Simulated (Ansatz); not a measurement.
This session for a check of PAW against all-electron LAPW of Ge, space group Imma with Ansatz 0.2.0 through its Python package holds a mistake.

Notebook, run cell by cell (the value of a cell's last expression is shown):

**Cell 1**
```python
import ansatz as az
import numpy as np
```

**Cell 2**
```python
def count_gap(report):
    # lowest empty less highest filled band, counting bands; zero where they overlap
    return max(report.get("gap_by_band_count_ev") or 0.0, 0.0)
```

**Cell 3**
```python
structure = (
    az.Lattice.of((-2.495898, 2.650863, 1.436947), (2.495898, -2.650863, 1.436947), (2.495898, 2.650863, -1.436947))
    .atom("Ge", (0.185943, 0.935943, 0.25))
    .atom("Ge", (0.814057, 0.064057, 0.75))
)
```

**Cell 4**
```python
structure.resolved().tree()["lattice"]
```
Output:
```text
((-2.495898, 2.650863, 1.436947), (2.495898, -2.650863, 1.436947), (2.495898, 2.650863, -1.436947))
```

**Cell 5**
```python
setup = (
    structure.calculation()
    .functional(az.Functional.PBESOL)
    .kpoints(0, 4, 4)
    .occupations(az.OccupationsMethod.COLD, width=0.15)
    .stress()
    .forces()
    .band_table()
)
variants = {
    "PAW": setup.pseudopotentials("paw"),
    "LAPW": setup.pseudopotentials("all_electron", lapw=True),
}
# totals differ by the cores that each treatment holds, so compare what does not depend on them
rows = []
for label, variant in variants.items():
    rep = variant.run(threads=1, backend="cpu").report
    levels = np.array(rep["eigenvalues_ev"][0]) - rep["fermi_energy_ev"]
    print(label, "levels at the first k-point near E_F:", np.round(levels[np.abs(levels) < 5], 3))
    rows.append((label, rep["n_electrons"], np.trace(rep["stress_gpa"]) / 3, count_gap(rep)))
print("     treatment  electrons in bands           P GPa  gap by band count eV")
for row in rows:
    print(f"{str(row[0]):>14s}  {row[1]:18.1f}  {row[2]:14.3f}  {row[3]:20.3f}")
```
Output:
```text
Traceback (most recent call last):
  File "<cell 5>", line 17, in <module>
    rep = variant.run(threads=1, backend="cpu").report
          ~~~~~~~~~~~^^^^^^^^^^^^^^^^^^^^^^^^^^
  ...
ansatz.RefusalError: invalid value for `kpoints.mp_grid.grid`: each dimension must be in 1..=255
```

Why does it end like this?

The fault: a mesh division is zero. Mended:

```diff
--- before
+++ after
@@
     .functional(az.Functional.PBESOL)
-    .kpoints(0, 4, 4)
+    .kpoints(mesh=(11, 11, 11), center="gamma")
     .occupations(az.OccupationsMethod.COLD, width=0.15)
```

Run as a notebook:

(earlier cells as before)

```python
setup = (
    structure.calculation()
    .functional(az.Functional.PBESOL)
    .kpoints(mesh=(11, 11, 11), center="gamma")
    .occupations(az.OccupationsMethod.COLD, width=0.15)
    .stress()
    .forces()
    .band_table()
)
variants = {
    "PAW": setup.pseudopotentials("paw"),
    "LAPW": setup.pseudopotentials("all_electron", lapw=True),
}
# totals differ by the cores that each treatment holds, so compare what does not depend on them
rows = []
for label, variant in variants.items():
    rep = variant.run(threads=1, backend="cpu").report
    levels = np.array(rep["eigenvalues_ev"][0]) - rep["fermi_energy_ev"]
    print(label, "levels at the first k-point near E_F:", np.round(levels[np.abs(levels) < 5], 3))
    rows.append((label, rep["n_electrons"], np.trace(rep["stress_gpa"]) / 3, count_gap(rep)))
print("     treatment  electrons in bands           P GPa  gap by band count eV")
for row in rows:
    print(f"{str(row[0]):>14s}  {row[1]:18.1f}  {row[2]:14.3f}  {row[3]:20.3f}")
```

    DeckWarning: basis.ecutwfc = 420 eV, auto-derived from the records' recommended cutoffs: set by Ge (normal level)
    PAW levels at the first k-point near E_F: [-3.835 -2.358 -1.913  3.404]
    LAPW levels at the first k-point near E_F: [-3.835 -2.358 -1.914  3.403]
         treatment  electrons in bands           P GPa  gap by band count eV
               PAW                28.0          -2.498                 0.000
              LAPW                44.0          -2.468                 0.000

Notes:
- The computed bands are complete only to about 3.9 eV above the Fermi level.
- A gap by band count of zero or less means overlapping bands, a metal.
- This isn't the structure that Ge takes at ambient conditions.
- Gaps and levels are Kohn-Sham values on a finite set of k-points, without spin-orbit coupling.
- Warnings are shown shortened and without file and line.
- Pressure is positive in compression; the treatments may keep other shells as core, so totals and counts of electrons can differ.
- By the engine's processor time: 45 s on 1 thread of Intel(R) Xeon(R) Processor @ 2.30GHz (shared host), peak memory 0.96 GiB.
